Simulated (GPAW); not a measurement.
The system is ZnMo3.

```
Mo Zn
1.0
     3.94315    0.00000    0.00000
     0.00000    3.94315    0.00000
     0.00000    0.00000    3.94315
Mo Zn
3 1
Direct
  0.50000 0.50000 0.00000
  0.50000 0.00000 0.50000
  0.00000 0.50000 0.50000
  0.00000 0.00000 0.00000
```

The cell comes from a database or a generator and needn't be the stable form of this composition.

Program: GPAW 26.7.0. Alike in all runs: task single point; no spin polarisation; cell as given; k mesh 7 × 7 × 7; cutoff (eV) 600.

Order these runs on this cell by their pressure, lowest first.
A. level PBE; potentials or basis GPAW PAW data sets (gpaw-data 1.2.1), pw; smearing fermi-dirac 0.05 eV
B. level RPBE; potentials or basis the program's PAW data sets (release 1.2.1) made for this functional, pw; smearing gaussian 0.05 eV
C. level LDA; potentials or basis the program's PAW data sets (release 1.2.1) made for this functional, pw; smearing gaussian 0.02 eV

C (-14.1 GPa), A (-1.6 GPa), B (2.4 GPa).
